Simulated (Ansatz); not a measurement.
**CH₃AlFN: vertical ionisation energy**

The task here is to estimate one member of a computed series from the others.

Computed with Ansatz 0.2.0, Gaussian basis. Level: unrestricted cation, the program's frozen cores in correlated methods.

The runs, in order: UKS PBE-D4/def2-TZVPP; UKS r2SCAN-D4/def2-TZVPP; UKS PBE0-D4/def2-TZVPP; UKS B3LYP-D4/def2-TZVPP; UKS wB97X-V/def2-TZVPP; UKS wB97M-V/def2-TZVPP; UKS B2PLYP/def2-TZVPP; UHF-MP2/def2-TZVPP; UHF-MP2/def2-QZVPP; then −ε(HOMO) from the neutral's earlier runs with LDA (SPW92), PBE-D4, revPBE-D4, BLYP-D4, r2SCAN-D4, B97M-V, PBE0-D4, B3LYP-D4, r2SCANh-D4, r2SCAN0-D4, HSE06-D4, BHLYP-D4, CAM-B3LYP-D4, LC-ωPBE, ωB97X-V, ωB97M-V.

1 further run of the same task is left out (it didn't finish).

## The geometry

An earlier PBE0-D4 in a triple-zeta def2 set relaxation fixed the geometry.

SMILES `N=[C](F)[AlH2]`, 7 atoms, charge 0, spin multiplicity 1.

Atoms are counted from 1 here; the program's logs count them from 0.

Bond lengths: N1–C2 1.254 Å, N1–H5 1.018 Å, C2–F3 1.354 Å, C2–Al4 1.989 Å, Al4–H6 1.578 Å, Al4–H7 1.582 Å. Angles: C2–N1–H5 110.4°, N1–C2–F3 115.8°, N1–C2–Al4 128.2°, F3–C2–Al4 116.0°, C2–Al4–H6 122.0°, C2–Al4–H7 113.3°, H6–Al4–H7 124.7°.

Coordinates:

```mol
CH3AlFN
  3D, bonds by distance, orders not assigned

  7  6  0  0  0  0  0  0  0  0999 V2000
    0.1535   -1.7694    0.0627 N   0  0
    0.3467   -0.6156    0.5138 C   0  0
    1.0229   -0.5457    1.6854 F   0  0
   -0.2141    1.1221   -0.2745 Al  0  0
   -0.3591   -1.7262   -0.8154 H   0  0
    0.1133    2.5003    0.4202 H   0  0
   -1.0019    0.9665   -1.6379 H   0  0
  1  2  8  0
  2  3  8  0
  2  4  8  0
  1  5  8  0
  4  6  8  0
  4  7  8  0
M  END
```

Set-up of the first run:

in.yaml reads:

```yaml
crystal:
  periodic: [false, false, false]
  atoms:
    - {symbol: N, position_ang: [0.153494, -1.769365, 0.062700]}
    - {symbol: C, position_ang: [0.346683, -0.615618, 0.513806]}
    - {symbol: F, position_ang: [1.022850, -0.545675, 1.685353]}
    - {symbol: Al, position_ang: [-0.214069, 1.122095, -0.274455]}
    - {symbol: H, position_ang: [-0.359130, -1.726209, -0.815370]}
    - {symbol: H, position_ang: [0.113327, 2.500253, 0.420229]}
    - {symbol: H, position_ang: [-1.001854, 0.966520, -1.637863]}
basis:
  gaussian: {orbitals: def2-TZVPP}
total_charge: 1
magnetization: {spin_polarized: true, initial_magnetization: 1}
hamiltonian: {xc: pbe, dispersion: d4}
```

Among the steps run: Cation, UKS PBE-D4/def2-TZVPP; Cation, UKS r2SCAN-D4/def2-TZVPP; Cation, UKS PBE0-D4/def2-TZVPP; Cation, UKS B3LYP-D4/def2-TZVPP; Cation, UKS wB97X-V/def2-TZVPP; Cation, UKS wB97M-V/def2-TZVPP; Cation, UKS B2PLYP (frozen core)/def2-TZVPP; Cation, UHF-MP2/def2-TZVPP; Cation, UHF-MP2/def2-QZVPP.

One table of the session follows, with a row left open; its other results are not shown here.

Orbital estimates, from the neutral's runs:

| functional | −ε(HOMO) (eV) |
| --- | --- |
| LDA (SPW92) | 6.59 |
| PBE-D4 | 6.44 |
| revPBE-D4 | 6.37 |
| BLYP-D4 | 6.35 |
| r2SCAN-D4 | 6.72 |
| B97M-V | ? |
| PBE0-D4 | 7.87 |
| B3LYP-D4 | 7.66 |
| r2SCANh-D4 | 7.26 |
| r2SCAN0-D4 | 8.07 |
| HSE06-D4 | 7.46 |
| BHLYP-D4 | 9.28 |
| CAM-B3LYP-D4 | 9.32 |
| LC-ωPBE | 10.64 |
| ωB97X-V | 10.30 |
| ωB97M-V | 10.19 |

Estimate the missing values for B97M-V.

As computed: −ε(HOMO) (eV): 6.87. In the column «−ε(HOMO) (eV)» it lies between r2SCAN-D4 (6.72) and r2SCANh-D4 (7.26).
